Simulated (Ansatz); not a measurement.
Consider a comparison of norm-conserving and PAW potentials of SbPd3, space group Fm-3m (Ansatz 0.2.0 through its Python package).

`sbpd3_nc_paw.py`:
```python
import ansatz as az
import numpy as np


def count_gap(report):
    # lowest empty less highest filled band, counting bands; zero where they overlap
    return max(report.get("gap_by_band_count_ev") or 0.0, 0.0)


def main() -> None:
    lattice = az.Lattice.of(
        [0.0, 3.19387817, 3.19387817],
        [3.19387817, 0.0, 3.19387817],
        [3.19387817, 3.19387817, 0.0],
    )
    sites = [
        ("Sb", [0.5, 0.5, 0.5]),
        ("Pd", [0.75, 0.75, 0.75]),
        ("Pd", [0.25, 0.25, 0.25]),
        ("Pd", [0.0, 0.0, 0.0]),
    ]
    system = az.Crystal(lattice=lattice)
    for symbol, position in sites:
        system = system.atom(symbol, position)

    model = system.calculation()
    model = model.functional("pbesol")
    model = model.kpoints(spacing=0.26).occupations(az.OccupationsMethod.FERMI_DIRAC, width=0.15)
    model = model.stress().forces()
    model = model.band_table()
    variants = {
        "PAW": model.pseudopotentials("paw"),
        "norm-conserving": model.pseudopotentials("nc"),
    }
    rows = []
    for label, variant in variants.items():
        rep = variant.run().report
        levels = np.array(rep["eigenvalues_ev"][0]) - rep["fermi_energy_ev"]
        print(label, "levels at the first k-point near E_F:", np.round(levels[np.abs(levels) < 5], 3))
        rows.append((label, rep["n_electrons"], np.trace(rep["stress_gpa"]) / 3, count_gap(rep)))
    lines = [",".join(["treatment", "electrons in bands", "P GPa", "gap by band count eV"])] + [",".join(f"{v:.4f}" if isinstance(v, float) else str(v) for v in row) for row in rows]
    print("\n".join(lines))
    with open("nc_paw.csv", "w") as handle:
        handle.write("\n".join(lines) + "\n")


if __name__ == "__main__":
    main()
```

How well do the two treatments of the cores agree on the pressure?

PAW gives -3.367 GPa and norm-conserving -3.502 GPa, 0.13 GPa apart. They took 2.6 and 8.3 s of processor time.

The output:

Output of `python sbpd3_nc_paw.py`:
```text
DeckWarning: basis.ecutwfc = 420 eV, auto-derived from the records' recommended cutoffs: set by Sb (normal level)
PAW levels at the first k-point near E_F: [-4.795 -4.795 -3.411 -3.411 -3.411 -1.736 -1.736 -1.736 -1.436 -1.436
 -1.292 -1.292 -0.088  2.37   2.37   2.37 ]
DeckWarning: basis.ecutwfc = 1115.666836 eV, auto-derived from the records' recommended cutoffs: set by Pd (normal level)
norm-conserving levels at the first k-point near E_F: [-4.795 -4.795 -3.412 -3.412 -3.412 -1.736 -1.736 -1.736 -1.433 -1.433
 -1.288 -1.288 -0.088  2.372  2.372  2.372]
treatment,electrons in bands,P GPa,gap by band count eV
PAW,69.0000,-3.3671,0.0000
norm-conserving,69.0000,-3.5016,0.0000
```
(Warnings from the package without file and line.)

What to keep in mind:
- The run is spin-unpolarised.
- For a metal this k-point mesh is coarse: on a finer one energies can move by several to tens of meV an atom and pressures by half a GPa or more, differences at one mesh by less.
- A Fermi-Dirac width this large means warm electrons, whose thermal share enters the free energy.
- A gap by band count of zero or less means overlapping bands, a metal, and at an odd count of electrons it is no gap at all.
- The structure comes from a database of computed cells and needn't be a stable or known phase.
- Levels are Kohn-Sham eigenvalues on this mesh, without spin-orbit coupling.
- Stress is positive in compression.
- Wall time of the script: 12 s on 1 thread of Intel(R) Xeon(R) 6975P-C (Granite Rapids), on a shared host, peak memory 0.58 GiB.

(Lines on the test bed's own set-up are left out of the output.)
